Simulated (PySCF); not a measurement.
# C4H4ClFO: the cost of one run

Computed with PySCF 2.14.0, with density-fitted response routines of our own, on a single molecule in the gas phase. Atoms are numbered from 0 throughout.

**1. The starting structure**

11 atoms, charge 0, multiplicity 1; geometry from: GFN2-xTB.

Bonds of the start (Å): C0–C1 1.48, C1–C2 1.34, C2–F3 1.35, C2–C4 1.46, C4–O5 1.19, C4–Cl6 1.76, C0–H7 1.09, C0–H8 1.09, C0–H9 1.09, C1–H10 1.08.

**2. Ultraviolet spectrum: B3LYP/def2-SVPD**

What the job is given:

```
{"job": {"kind": "uv", "xc": "B3LYP", "basis": "def2-SVPD", "nstates": 8, "ntriplets": 3}, "charge": 0, "multiplicity": 1}
C     -1.784004     0.236929     0.026298
C     -0.408985    -0.061667    -0.433971
C      0.688282     0.002240     0.327762
F      0.614029     0.360047     1.622980
C      2.021631    -0.310324    -0.190960
O      2.271214    -0.644329    -1.308362
Cl     3.289760    -0.150783     1.012652
H     -1.797392     0.520066     1.075024
H     -2.417167    -0.637428    -0.121123
H     -2.204357     1.044257    -0.572529
H     -0.267588    -0.356336    -1.463732
```

Level: TDDFT B3LYP/def2-SVPD, vertical, gas phase, core orbitals frozen in the response.

Command:

```bash
$ OMP_NUM_THREADS=1 python probes_run.py task.json out
```

The driver reads the jobs from task.json and runs them one after another.

Q: Estimate the wall time and peak memory of this first job on 1 thread of Arm Neoverse V1, shared host.

About 38 s, with a peak of 0.7 GiB.
